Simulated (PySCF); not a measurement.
# PtI2 (triplet): basis, grid and Hamiltonian

Aim: see how much the energy and properties of PtI2 (triplet) depend on the numerical set-up.

Program: PySCF 2.14.0. Level of theory: method and basis as typed in the scripts. These are calculated values, not measurements.

1 further run of the same task is left out (for a known fault of the program).

**1. The system as given**

PtI2 (triplet): 3 atoms, charge 0, spin multiplicity 3.

Bond lengths: Pt1–I2 2.519 Å, Pt1–I3 2.519 Å. Angles: I2–Pt1–I3 180.0°.

As a file:

| atom | x (Å) | y (Å) | z (Å) |
| --- | --- | --- | --- |
| Pt1 | 0.0000 | 0.0000 | 0.0000 |
| I2 | 0.0000 | 0.0000 | 2.5190 |
| I3 | 0.0000 | 0.0000 | -2.5190 |

**2. Base script**

The input, input.py:

```python
from pyscf import gto, scf, mp

mol = gto.M(
    atom='Pt 0 0 0; I 0 0 2.519; I 0 0 -2.519',
    basis='def2-svp',
    ecp={'Pt': 'def2-svp', 'I': 'def2-svp'},
    charge=0,
    spin=2,
    verbose=4,
)
mf = scf.UHF(mol)
mf = mf.newton()
mf.kernel()
mp.MP2(mf, frozen=8).kernel()
mf.dip_moment()
print('orbital energies (hartree):', [e[max(0, n-3):n+3].round(4) for e, n in zip(mf.mo_energy, mol.nelec)])
```

On the command line:

```
OMP_NUM_THREADS=1 python input.py
```

The log of this run is left out.

It gives: E(SCF) = -711.778973 Eh, 4 macro-iterations, E(MP2) − E(SCF) = -0.54536 Eh, ⟨S²⟩ = 2.022, μ = 0.00 D (of the SCF density).

No search for the lowest state was made; open d or f shells can end in a higher solution. The triplet is typed in the script; nothing here shows that it is the ground state.

**3. Cartesian functions on**

Variant 1 changes Cartesian functions: off → on.

The input, input.py:

```python
from pyscf import gto, scf, mp

mol = gto.M(
    atom='Pt 0 0 0; I 0 0 2.519; I 0 0 -2.519',
    basis='def2-svp',
    ecp={'Pt': 'def2-svp', 'I': 'def2-svp'},
    charge=0,
    spin=2,
    cart=True,
    verbose=4,
)
mf = scf.UHF(mol)
mf = mf.newton()
mf.kernel()
mp.MP2(mf, frozen=8).kernel()
mf.dip_moment()
print('orbital energies (hartree):', [e[max(0, n-3):n+3].round(4) for e, n in zip(mf.mo_energy, mol.nelec)])
```

On the command line:

```
OMP_NUM_THREADS=1 python input.py
```

**4. Density fitting def2-universal-jkfit**

Variant 2 changes density fitting: none → def2-universal-jkfit.

input.py, as its differences from that of step 2:

```diff
@@ -11,2 +11,3 @@
 mf = scf.UHF(mol)
+mf = mf.density_fit(auxbasis='def2-universal-jkfit')
 mf = mf.newton()
```

**5. Lanl2dz**

Variant 3 changes basis set: def2-svp → lanl2dz; frozen orbitals: 8 → none. The core potential changes with it: totals don't compare.

The input, input.py:

```python
from pyscf import gto, scf, mp

mol = gto.M(
    atom='Pt 0 0 0; I 0 0 2.519; I 0 0 -2.519',
    basis='lanl2dz',
    ecp={'Pt': 'lanl2dz', 'I': 'lanl2dz'},
    charge=0,
    spin=2,
    verbose=4,
)
mf = scf.UHF(mol)
mf = mf.newton()
mf.kernel()
mp.MP2(mf).kernel()
mf.dip_moment()
print('orbital energies (hartree):', [e[max(0, n-3):n+3].round(4) for e, n in zip(mf.mo_energy, mol.nelec)])
```

Q: Predict the outcome of this session. Wanted: for each run, E(SCF); from base; gap, α spin; SCF dipole; after the SCF.

**Answer**, as computed:

```
                                 run  E(SCF) (hartree)  from base (eV)   cycles  gap, α spin (eV)  SCF dipole (D)  functions                            after the SCF
                                base       -711.778973               0  4 macro             11.46            0.00         84  MP2 correlation -14.840 eV, core frozen
              Cartesian functions on       -711.780732         -0.0479  5 macro             11.46            0.00         93  MP2 correlation -15.410 eV, core frozen
density fitting def2-universal-jkfit       -711.778903         +0.0019  5 macro             11.46            0.00         84  MP2 correlation -14.840 eV, core frozen
                             lanl2dz       -140.614235  not comparable  5 macro             11.35            0.00         38                MP2 correlation -3.469 eV
```

The largest comparable shift of the SCF energy, -0.048 eV, comes with the run “Cartesian functions on”. The dearest run is “density fitting def2-universal-jkfit”, at 33 s against 9.3 s.
